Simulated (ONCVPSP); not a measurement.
# An ONCV potential for Sb, from input to tests

Task: generate the file, and judge it by its errors in other configurations, its logarithmic derivatives, its ghosts and its cutoff.

Method: ONCVPSP 4.0.1, PBE, scalar-relativistic.

### Step 1. The design

The settings as typed:

| Quantity | Value |
| --- | --- |
| element | antimony (Sb, Z = 51) |
| type | optimised norm-conserving Vanderbilt (ONCV) |
| frozen core | [Kr] 4d10 |
| valence charge | 5 |
| reference configuration | 5s2 5p3 |
| partial waves | 5s: rc 2.10 bohr, ncon 3, nbas 6, qcut 2.7 1/bohr, 3 projectors, debl 1.7 Ha; 5p: rc 2.50 bohr, ncon 4, nbas 8, qcut 2.6 1/bohr, 3 projectors, debl 0.6 Ha; d scattering state at 0.14 Ha: rc 2.45 bohr, ncon 4, nbas 8, qcut 3.6 1/bohr, 2 projectors, debl 0.6 Ha |
| local potential | polynomial inside 1.65 bohr (lpopt 5, dvloc0 2 Ha) |
| core correction | Teter function, fcfact 2.5, rcfact 1.4 |

### Step 2. The generation run

Sb.dat reads:

```
# ATOM AND REFERENCE CONFIGURATION
# atsym  z   nc   nv     iexc    psfile
  Sb 51.00    9    2        4      upf
#
#   n    l    f
    1    0    2.00
    2    0    2.00
    2    1    6.00
    3    0    2.00
    3    1    6.00
    3    2   10.00
    4    0    2.00
    4    1    6.00
    4    2   10.00
    5    0    2.00
    5    1    3.00
#
# PSEUDOPOTENTIAL AND OPTIMIZATION
# lmax
    2
#
#   l,   rc,      ep,       ncon, nbas, qcut
    0    2.10    0.00    3    6    2.70
    1    2.50    0.00    4    8    2.60
    2    2.45    0.14    4    8    3.60
#
# LOCAL POTENTIAL
# lloc, lpopt,  rc(5),   dvloc0
    4    5    1.65    2.00
#
# VANDERBILT-KLEINMAN-BYLANDER PROJECTORs
# l, nproj, debl
    0    3    1.70
    1    3    0.60
    2    2    0.60
#
# MODEL CORE CHARGE
# icmod, fcfact, rcfact
    3    2.50    1.40
#
# LOG DERIVATIVE ANALYSIS
# epsh1, epsh2, depsh
   -2.00    5.00    0.02
#
# OUTPUT GRID
# rlmax, drl
    6.00    0.01
#
# TEST CONFIGURATIONS
# ncnf
    4
# nvcnf
#   n    l    f
    2
    5    0    2.00
    5    1    2.00
#
    2
    5    0    2.00
    5    1    1.00
#
    2
    5    0    2.00
    5    1    0.00
#
    2
    5    0    0.00
    5    1    5.00
#
```

Started as:

```bash
oncvpsp.x < Sb.dat > Sb.out
```

**Question.** What will these runs give? Wanted: cutoffs for 1 and 0.1 mHa per electron, occupied waves; bound ghosts; GHOST(+) flags; largest test error; largest phase difference near zero energy, channels read; rms error of d²Exc/dn², without and with the model core.

The runs gave:

| quantity | value |
| --- | --- |
| cutoffs for 1 and 0.1 mHa per electron, occupied waves | 18 Ha and 30 Ha |
| bound ghosts | d at -17.14 eV |
| GHOST(+) flags | s at 167 eV (1 near or above the test basis's cutoff) |
| largest test error (AE − PS) | -236 meV, for 5s2 5p0 |
| largest phase difference near zero energy, channels read | 0.016 rad |
| rms error of d²Exc/dn², without and with the model core | 5.65 and 0.80 mHa |

A bound ghost (d) makes it unfit for use: electrons can fall into a state that the atom doesn't have. By total energies transferability is poor: the largest error is 236 meV on 48.7 eV, for 5s2 5p0. That test lies far up in energy; among those under 40 eV, nearer to bonding, the largest error is 73 meV. By its cutoff, 18 Ha for the looser tolerance, it is of middling hardness. At the looser tolerance the 5s wave is the slowest; 5p needs 5 Ha. Near zero energy the phases of the channels with partial waves agree within 0.016 rad. The program also flags highly localised states, GHOST(+) (s). All of this concerns the isolated atom, not yet a solid.
